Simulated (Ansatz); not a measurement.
**F₂H₄SiSn: up Jacob's ladder to CCSD(T)**

Aim: compute F₂H₄SiSn with functionals from several rungs and with coupled cluster, and see how far each lands from CCSD(T) at the basis-set limit for the atomisation energy.

The runs use Ansatz 0.2.0, Gaussian basis; functionals in def2-TZVPP, the program's frozen cores in correlated methods.

The runs, in order: LDA (SPW92), PBE-D4, revPBE-D4, BLYP-D4, r2SCAN-D4, B97M-V, PBE0-D4, B3LYP-D4, r2SCANh-D4, r2SCAN0-D4, HSE06-D4, BHLYP-D4, CAM-B3LYP-D4, LC-ωPBE, ωB97X-V, ωB97M-V, B2PLYP, PBE-QIDH; CCSD(T)/def2-SVP; CCSD(T)/def2-TZVPP; MP2/def2-QZVPP; extrapolation to the limit; RPA on PBE.

**1. Structure used throughout**

An earlier PBE0-D4 in a triple-zeta def2 set relaxation fixed the geometry. Sn takes the def2 core potential; no spin-orbit term is included.

SMILES `[F][SnH]([F])[SiH3]`, 8 atoms, charge 0, spin multiplicity 1.

Atoms are counted from 1 here; the program's logs count them from 0.

Bond lengths: F1–Sn2 1.919 Å, Sn2–F3 1.919 Å, Sn2–Si4 2.563 Å, Sn2–H5 1.703 Å, Si4–H6 1.483 Å, Si4–H7 1.481 Å, Si4–H8 1.483 Å. Angles: F1–Sn2–F3 102.5°, F1–Sn2–Si4 107.2°, F1–Sn2–H5 105.1°, F3–Sn2–Si4 107.1°, F3–Sn2–H5 105.1°, Si4–Sn2–H5 127.3°, Sn2–Si4–H6 108.2°, Sn2–Si4–H7 107.6°, Sn2–Si4–H8 108.1°, H6–Si4–H7 111.2°, H6–Si4–H8 110.4°, H7–Si4–H8 111.2°.

**2. LDA**

This LDA is Slater exchange with PW92 correlation.

in.yaml

```yaml
crystal:
  periodic: [false, false, false]
  atoms:
    - {symbol: F, position_ang: [1.543125, -1.599172, 1.156654]}
    - {symbol: Sn, position_ang: [1.193834, -0.045221, 0.086245]}
    - {symbol: F, position_ang: [1.792276, -0.595239, -1.652175]}
    - {symbol: Si, position_ang: [-1.351164, 0.229098, -0.044589]}
    - {symbol: H, position_ang: [2.330836, 1.113217, 0.601281]}
    - {symbol: H, position_ang: [-1.854898, 0.539350, 1.315376]}
    - {symbol: H, position_ang: [-1.914048, -1.045854, -0.545443]}
    - {symbol: H, position_ang: [-1.647860, 1.346822, -0.973149]}
basis:
  gaussian: {orbitals: def2-TZVPP}
hamiltonian: {xc: lda}
output: {orbitals: {seedname: orbitals}}
```

The runs that follow: PBE-D4 (GGA); revPBE-D4 (GGA); BLYP-D4 (GGA); r2SCAN-D4 (meta-GGA); B97M-V (meta-GGA); PBE0-D4 (hybrid); B3LYP-D4 (hybrid); r2SCANh-D4 (hybrid); r2SCAN0-D4 (hybrid); HSE06-D4 (hybrid); BHLYP-D4 (hybrid); CAM-B3LYP-D4 (range-separated); LC-ωPBE-D4 (range-separated); ωB97X-V (range-separated); ωB97M-V (range-separated); B2PLYP (double hybrid); PBE-QIDH (double hybrid); CCSD(T) in def2-SVP; CCSD(T) in def2-TZVPP; MP2 in def2-QZVPP; RPA on PBE orbitals.

**Question.** What will the summary of the whole plan be? Wanted: atomisation energy, CCSD(T)/CBS; farthest beyond LDA; mean size of error, GGA; mean size of error, meta-GGA; mean size of error, hybrid; mean size of error, range-separated; mean size of error, double hybrid; gap, smallest and largest; T1 diagnostic.

**Answer**, as computed:

```
                               quantity                                      value
        atomisation energy, CCSD(T)/CBS                              2369.3 kJ/mol
 functionals within 23.7 kJ/mol (1.0 %)              B97M-V, CAM-B3LYP-D4, ωB97X-V
                    farthest beyond LDA                   BHLYP-D4 (-113.0 kJ/mol)
                mean size of error, GGA                                50.7 kJ/mol
           mean size of error, meta-GGA                                16.1 kJ/mol
             mean size of error, hybrid                                75.3 kJ/mol
    mean size of error, range-separated                                25.5 kJ/mol
      mean size of error, double hybrid                                75.2 kJ/mol
              gap, smallest and largest  5.35 eV (LDA (SPW92)), 12.26 eV (LC-ωPBE)
                          T1 diagnostic                                     0.0144
triples share of the correlation energy                                      2.8 %
```

In words: LDA overbinds by 293.0 kJ/mol (12 %). PBE-D4 misses by -25.9 kJ/mol. Double hybrids carry the basis error of their MP2 part in triple zeta, and no dispersion term here, so their miss is partly the set-up's. Taken by rung, meta-GGA functionals do best (16.1 kJ/mol on average) and hybrid ones worst beyond LDA (75.3 kJ/mol). The gap between the best rungs is small, so their order is not settled. The mean of the hybrids holds BHLYP, with half exact exchange. The reference freezes the cores and leaves out spin-orbit coupling and excitations past (T), and its outer-core shells are covered unevenly, so misses under about 23.7 kJ/mol can't be ranked. All levels share the lack of spin-orbit coupling, which lowers the free heavy atoms and so the true binding. Hartree-Fock recovers 71 % of the binding; the rest is correlation. CCSD(T) in def2-SVP is off by -220.5 kJ/mol, more than most functionals: a good method in a small basis is no reference. The gap grows from 5.4 to 12.3 eV across the functionals, mostly with the share of exact exchange. Correlated methods include outer-core shells of Sn, which these sets cover unevenly.
